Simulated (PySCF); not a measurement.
# C5H8FPS: the cost of one run

Computed with PySCF 2.14.0 and routines of our own; the level stands in each step. Atoms count from 0.

## 1. The system as given

16 atoms, charge 0, multiplicity 1; geometry from: GFN2-xTB.

## 2. Vibronic structure: TDDFT CAM-B3LYP/def2-SV(P)

What the job is given:

```
{"job": {"kind": "vib", "xc": "CAM-B3LYP", "basis": "def2-SV(P)", "tda": false}, "charge": 0, "multiplicity": 1}
C     -1.820212    -0.312960    -0.690540
P     -0.719124    -0.180071     0.770928
S     -1.568549    -0.409370     2.492651
C      0.733100    -1.263838     0.348581
C      1.619818    -0.379191    -0.466302
C      1.352948     0.914932    -0.392944
F      2.053710     1.848857    -1.060633
C      0.224806     1.391146     0.461302
H     -2.286480    -1.297659    -0.678476
H     -2.600541     0.441923    -0.596471
H     -1.266797    -0.169644    -1.616142
H      0.420499    -2.163050    -0.187935
H      1.219347    -1.579965     1.277401
H      2.424997    -0.788501    -1.052920
H     -0.377637     2.157631    -0.032257
H      0.582515     1.798702     1.412348
```

With the program's defaults for keys left out, this is: TDDFT CAM-B3LYP/def2-SV(P) vertical-gradient vibronic structure (displaced harmonic oscillators, Condon), gas phase.

Run with:

```console
$ OMP_NUM_THREADS=1 python excited_run.py task.json out
```

The driver reads the jobs from task.json and runs them one after another.

**Question.** How long does this job take on 1 thread of Intel Xeon at 2.50GHz, shared host, and how much memory does it need?

About 2.4 min, with a peak of 0.92 GiB.
